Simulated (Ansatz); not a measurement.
# MgO (Fm-3m): convergence test of the plane-wave cutoff in Python

A script is to give a convergence test of the plane-wave cutoff; the system is MgO (Fm-3m).

The COD entry's cell or inner coordinates are ideal or old and differ from later refinements, so a difference from it is no clean test against experiment.

Program: Ansatz 0.2.0 through its Python package. Level of theory: DFT LDA, plane waves, PAW. These are calculated values, not measurements.

## (1) The system

Symmetry: Fm-3m, No. 225, cubic system. The conventional cell has a = 4.217 Å, b = 4.217 Å, c = 4.217 Å, α = 90.00°, β = 90.00°, γ = 90.00°. Around Mg (site symmetry m-3m) lie 6 O at 2.11 Å. O (site symmetry m-3m) has 6 Mg at 2.11 Å as nearest neighbours.

Input file mgo.extxyz:

```xyz
2
Lattice="0.0 2.1085 2.1085 2.1085 0.0 2.1085 2.1085 2.1085 0.0" Properties=species:S:1:pos:R:3 pbc="T T T"
Mg    0.00000000    0.00000000    0.00000000
O     2.10850000    2.10850000    2.10850000
```

## (2) Script

Input file mgo_ecut.py:

```python
# -*- coding: utf-8 -*-
'''Convergence of MgO with the plane-wave cutoff.'''

from dataclasses import dataclass

import ansatz
import matplotlib.pyplot as plt


@dataclass(frozen=True)
class Settings:
    occupations: str = 'fixed'
    kgrid: tuple[int, ...] = (8, 8, 8)


settings = Settings()

mgo = ansatz.Crystal.from_extxyz('mgo.extxyz')

calculation = (
    mgo.calculation()
    .functional(ansatz.Functional.LDA)
    .occupations(settings.occupations)  # whole-number filling, right only where there is a gap
    .kpoints(*settings.kgrid)
)

rows = []
for value in [300, 400, 500, 600, 700]:
    report = calculation.basis(value).run().report
    rows.append((value, report['free_energy_ev'] / len(report['lattice']['sites']), report['n_iterations'], report['n_pw']))

print(' cutoff (eV)   F/atom (eV)    iterations   plane waves')
for row in rows:
    print(f'{str(row[0]):>12s}  {row[1]:12.5f}  {row[2]:12d}  {row[3]:12d}')

# the last row is the reference
for row in rows[:-1]:
    shift = 1000 * (row[1] - rows[-1][1])
    print(f'{row[0]}: {shift:+.2f} meV/atom' + ('  (within 1 meV)' if abs(shift) < 1 else ''))
plt.figure(figsize=(4.5, 3))
plt.plot([str(row[0]) for row in rows], [1000 * (row[1] - rows[-1][1]) for row in rows], 'o-')
plt.xlabel('cutoff (eV)')
plt.ylabel('F - F(last) (meV/atom)')
plt.tight_layout()
plt.savefig('ecut.png', dpi=100)
```

## (3) The input behind the calls

The engine receives this input (first run):

```yaml
crystal:
  lattice:
    - [0.0, 2.1085, 2.1085]
    - [2.1085, 0.0, 2.1085]
    - [2.1085, 2.1085, 0.0]
  atoms:
    - { symbol: Mg, position: [0.0, 0.0, 0.0] }
    - { symbol: O, position: [0.5, 0.5, 0.5] }
basis:
  ecutwfc: 300.0
kpoints:
  mp_grid:
    grid: [8, 8, 8]
hamiltonian:
  xc: lda
scf:
  occupations:
    method: fixed
```

## (4) Launch

The run is started by

```bash
$ python mgo_ecut.py
```

**Question.** From which cutoff on is the energy per atom within 1 meV of the last row, and how does it get there?

**Answer**, as computed:

| quantity | value |
| --- | --- |
| runs compared | 5 |
| last run but one, from the last | +0.09 meV/atom |
| within 5 meV/atom of the last run from | 500 |

In words: Run 1 has a cutoff under the recommended one, so what rests on it isn't a property of the system. From 500 eV on it stays within 1 meV an atom of the value at 700 eV; the first row (300 eV) is off by 265.0 meV and the last but one by 0.09 meV. The energy falls steadily, as expected when plane waves are added. Of the deposited cell: the entry's cell lengths or inner coordinates differ somewhat from later room-temperature determinations. Shifts are counted from the last row, which is itself no proven limit.
